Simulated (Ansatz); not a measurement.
# CH7B2FOSi: basis-set convergence

Aim: see how fast density functionals converge with the basis set for CH7B2FOSi.

Method: one geometry, several basis sets; program: Ansatz 0.2.0, Gaussian basis.

Plan: PBE0-D4/def2-SVP; ωB97M-V/def2-SVP; PBE0-D4/def2-QZVPP; ωB97M-V/def2-QZVPP; the functionals' def2-TZVPP values are taken from earlier runs.

### Step 1. Structure used throughout

The geometry comes from an earlier relaxation with PBE0-D4 in a triple-zeta def2 set; it is a stationary point, not always the lowest conformer.

SMILES `BBO[SiH](C)F`, 13 atoms, charge 0, spin multiplicity 1.

Atoms are counted from 1 here; the program's logs count them from 0.

Bond lengths: B1–B2 1.670 Å, B1–H7 1.199 Å, B1–H8 1.200 Å, B2–O3 1.360 Å, B2–H9 1.216 Å, O3–Si4 1.646 Å, Si4–C5 1.842 Å, Si4–F6 1.595 Å, Si4–H10 1.481 Å, C5–H11 1.093 Å, C5–H12 1.092 Å, C5–H13 1.092 Å. Angles: B2–B1–H7 121.9°, B2–B1–H8 122.0°, H7–B1–H8 115.9°, B1–B2–O3 123.6°, B1–B2–H9 118.4°, O3–B2–H9 118.0°, B2–O3–Si4 131.6°, O3–Si4–C5 109.2°, O3–Si4–F6 107.0°, O3–Si4–H10 109.4°, C5–Si4–F6 109.2°, C5–Si4–H10 114.5°, F6–Si4–H10 107.2°, Si4–C5–H11 110.5°, Si4–C5–H12 110.6°, Si4–C5–H13 110.8°, H11–C5–H12 108.3°, H11–C5–H13 108.2° and more.

### Step 2. PBE0-D4 in def2-SVP

in.yaml

```yaml
crystal:
  periodic: [false, false, false]
  atoms:
    - {symbol: B, position_ang: [-0.167804, -3.036858, 0.324076]}
    - {symbol: B, position_ang: [0.208191, -1.463778, 0.740557]}
    - {symbol: O, position_ang: [-0.292043, -0.374506, 0.097330]}
    - {symbol: Si, position_ang: [-0.102976, 1.237363, 0.370304]}
    - {symbol: C, position_ang: [0.064624, 2.110368, -1.242572]}
    - {symbol: F, position_ang: [-1.423466, 1.744768, 1.107326]}
    - {symbol: H, position_ang: [-1.065656, -3.634675, 0.848485]}
    - {symbol: H, position_ang: [0.493192, -3.663106, -0.457172]}
    - {symbol: H, position_ang: [0.976427, -1.278098, 1.664316]}
    - {symbol: H, position_ang: [1.028861, 1.448489, 1.302567]}
    - {symbol: H, position_ang: [0.963863, 1.778007, -1.766970]}
    - {symbol: H, position_ang: [-0.798508, 1.907296, -1.880773]}
    - {symbol: H, position_ang: [0.135796, 3.190126, -1.092676]}
basis:
  gaussian: {orbitals: def2-SVP}
hamiltonian: {xc: pbe0, dispersion: d4}
output: {orbitals: {seedname: orbitals}}
```

Further steps of the session: ωB97M-V in def2-SVP; PBE0-D4 in def2-QZVPP; ωB97M-V in def2-QZVPP.

Q: Predict the results of all the runs planned. Wanted: PBE0-D4: double and triple zeta above quadruple; ωB97M-V: double and triple zeta above quadruple.

**Answer**, as computed:

```
                                       quantity           value
PBE0-D4: double and triple zeta above quadruple  12.39, 0.71 eV
ωB97M-V: double and triple zeta above quadruple  12.66, 0.66 eV
```

**Reading.** For PBE0-D4 the step from double to triple zeta gains 11.67 eV and the next only 0.71 eV. These are total energies; as a rule much of such shifts cancels in differences, which this series doesn't test.
